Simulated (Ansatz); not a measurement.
# C4HF5: the cost of one run

Method: the settings change from run to run; program: Ansatz 0.2.0, Gaussian basis.

### Step 1. The geometry

An earlier PBE0-D4 in a triple-zeta def2 set relaxation fixed the geometry.

10 atoms, charge 0, spin multiplicity 1.

Atoms are counted from 1 here; the program's logs count them from 0.

Bond lengths: F1–C2 1.351 Å, C2–F3 1.351 Å, C2–C4 1.463 Å, C2–H10 1.095 Å, C4–C5 1.196 Å, C5–C6 1.464 Å, C6–F7 1.332 Å, C6–F8 1.334 Å, C6–F9 1.334 Å. Angles: F1–C2–F3 108.1°, F1–C2–C4 110.1°, F1–C2–H10 108.4°, F3–C2–C4 110.1°, F3–C2–H10 108.4°, C4–C2–H10 111.5°, C2–C4–C5 177.8°, C4–C5–C6 179.5°, C5–C6–F7 111.1°, C5–C6–F8 110.9°, C5–C6–F9 110.9°, F7–C6–F8 107.9°, F7–C6–F9 107.9°, F8–C6–F9 107.9°.

### Step 2. wB97X-V/def2-TZVPP

Options: atoms shaken by 0.08 Å, high accuracy, the search for lower states set to light.

in.yaml

```yaml
crystal:
  periodic: [false, false, false]
  atoms:
    - {symbol: F, position_ang: [2.708262, -0.314555, 0.398778]}
    - {symbol: C, position_ang: [1.948377, -0.506928, -0.503605]}
    - {symbol: F, position_ang: [1.968734, -1.972630, -0.896091]}
    - {symbol: C, position_ang: [0.598320, -0.138549, -0.102141]}
    - {symbol: C, position_ang: [-0.365444, 0.166600, 0.262057]}
    - {symbol: C, position_ang: [-1.785572, 0.486172, 0.500525]}
    - {symbol: F, position_ang: [-2.208833, 0.022535, 1.587301]}
    - {symbol: F, position_ang: [-2.797738, 0.335213, -0.541774]}
    - {symbol: F, position_ang: [-2.056406, 1.911224, 0.680409]}
    - {symbol: H, position_ang: [2.245843, 0.002817, -1.438718]}
basis:
  gaussian: {orbitals: def2-TZVPP}
hamiltonian: {xc: {name: wB97X-V}}
accuracy: high
scf: {lower_state_search: light}
output: {forces: true}
```

Run with:

```
$ ansatz run in.yaml --threads 8 --pin off --events-out ev --progress --plain --max-ram 20889MiB
```

Q: Estimate wall time and peak memory on 8 threads of Intel Xeon at 2.50GHz, shared host.

About 94 s, with a peak of 2.9 GiB.
